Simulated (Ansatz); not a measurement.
# CF₃NSn: how energies converge with the basis set

Aim: see how fast density functionals converge with the basis set for CF₃NSn.

Program: Ansatz 0.2.0, Gaussian basis. Level of theory: one geometry, several basis sets. These are calculated values, not measurements.

Levels to be run: PBE0-D4/def2-SVP; ωB97M-V/def2-SVP; PBE0-D4/def2-QZVPP; ωB97M-V/def2-QZVPP; the functionals' def2-TZVPP values are taken from earlier runs.

1 further run of the same task is left out (for a known fault of the program).

## 1. The relaxed structure

An earlier PBE0-D4 in a triple-zeta def2 set relaxation fixed the geometry. Sn takes the def2 core potential; no spin-orbit term is included.

SMILES `N#[C][Sn]([F])([F])[F]`, 6 atoms, charge 0, spin multiplicity 1.

Atoms are counted from 1 here; the program's logs count them from 0.

Bond lengths: N1–C2 1.151 Å, C2–Sn3 2.067 Å, Sn3–F4 1.879 Å, Sn3–F5 1.879 Å, Sn3–F6 1.879 Å. Angles: N1–C2–Sn3 179.8°, C2–Sn3–F4 111.3°, C2–Sn3–F5 111.3°, C2–Sn3–F6 111.3°, F4–Sn3–F5 107.6°, F4–Sn3–F6 107.6°, F5–Sn3–F6 107.6°.

## 2. PBE0-D4 in def2-SVP

File in.yaml:

```yaml
crystal:
  periodic: [false, false, false]
  atoms:
    - {symbol: N, position_ang: [1.756244, -1.638914, 1.200683]}
    - {symbol: C, position_ang: [1.003150, -0.938906, 0.684319]}
    - {symbol: Sn, position_ang: [-0.345665, 0.317542, -0.251151]}
    - {symbol: F, position_ang: [-1.763534, -0.650167, -1.014296]}
    - {symbol: F, position_ang: [0.477103, 1.298219, -1.626102]}
    - {symbol: F, position_ang: [-1.085198, 1.548326, 0.960249]}
basis:
  gaussian: {orbitals: def2-SVP}
hamiltonian: {xc: pbe0, dispersion: d4}
output: {orbitals: {seedname: orbitals}}
```

On the command line:

```
ansatz run in.yaml --threads 4 --pin off --events-out ev --progress --plain --max-ram 10444MiB
```

Further steps of the session: ωB97M-V in def2-SVP; PBE0-D4 in def2-QZVPP; ωB97M-V in def2-QZVPP.

**Question.** What will the summary of the whole plan be? Wanted: PBE0-D4: double and triple zeta above quadruple; ωB97M-V: double and triple zeta above quadruple.

The runs gave:

| quantity | value |
| --- | --- |
| PBE0-D4: double and triple zeta above quadruple | 14.67, 0.70 eV |
| ωB97M-V: double and triple zeta above quadruple | 14.91, 0.65 eV |

In words: PBE0-D4 gains 13.97 eV from double to triple zeta, then 0.70 eV more. Total energies overstate the basis error of differences, where much of it tends to cancel.
